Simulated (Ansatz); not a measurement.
NbTe:

```xyz
2
Lattice="3.7030 0.0000 0.0000 -1.8515 3.2069 0.0000 0.0000 0.0000 3.6942" Properties=species:S:1:pos:R:3 pbc="T T T"
Te    1.8515    1.0690    0.0000
Nb    0.0000    0.0000    1.8471
```

The cell comes from a database or a generator and needn't be the stable form of this composition.

```yaml
Program: Ansatz 0.2.0
Task: relaxation of cell and atoms
Functional: PBEsol
Dispersion: D4
Potentials_or_basis: Ansatz PAW
Cutoff: "420 eV (not typed: the program's choice for these potentials)"
k_mesh: 8 × 8 × 7
Occupations: fermi-dirac, width 0.05 eV
Spin: no spin polarisation
```

At the start: volume 21.93 Å³/atom.

**Question.** How do energy, volume and symmetry change on relaxing?

**Answer.** It ends after 5 steps and the volume is 20.63 Å³/atom (-5.9 %); space group P-6m2 (No. 187, to 0.05 Å).

Step by step:
```csv
step,energy change (eV),largest force (eV/Å),volume (Å³)
1,0.0000,0.0000,43.87
2,-0.0601,0.0000,41.65
3,-0.0619,0.0000,41.21
4,-0.0619,0.0000,41.26
5,-0.0614,0.0000,41.26
```

Final structure:
```cif
data_structure
_symmetry_space_group_name_H-M 'P 1'
_symmetry_Int_Tables_number 1
_cell_length_a 3.6060
_cell_length_b 3.6060
_cell_length_c 3.6642
_cell_angle_alpha 90.000
_cell_angle_beta 90.000
_cell_angle_gamma 120.000
_cell_volume 41.26
loop_
_atom_site_label
_atom_site_type_symbol
_atom_site_fract_x
_atom_site_fract_y
_atom_site_fract_z
_atom_site_occupancy
Te1 Te 0.66667 0.33333 0.00000 1
Nb1 Nb 0.00000 0.00000 0.50000 1
```

Caveat: the plane-wave basis is chosen anew once the cell has moved, so the energies of steps on either side of that aren't comparable; pairwise dispersion overbinds metals, which lowers pressure and volume; the PAW data sets come from PBE, with cores solved anew for the run's functional, which leaves a small shift of forces and pressure.
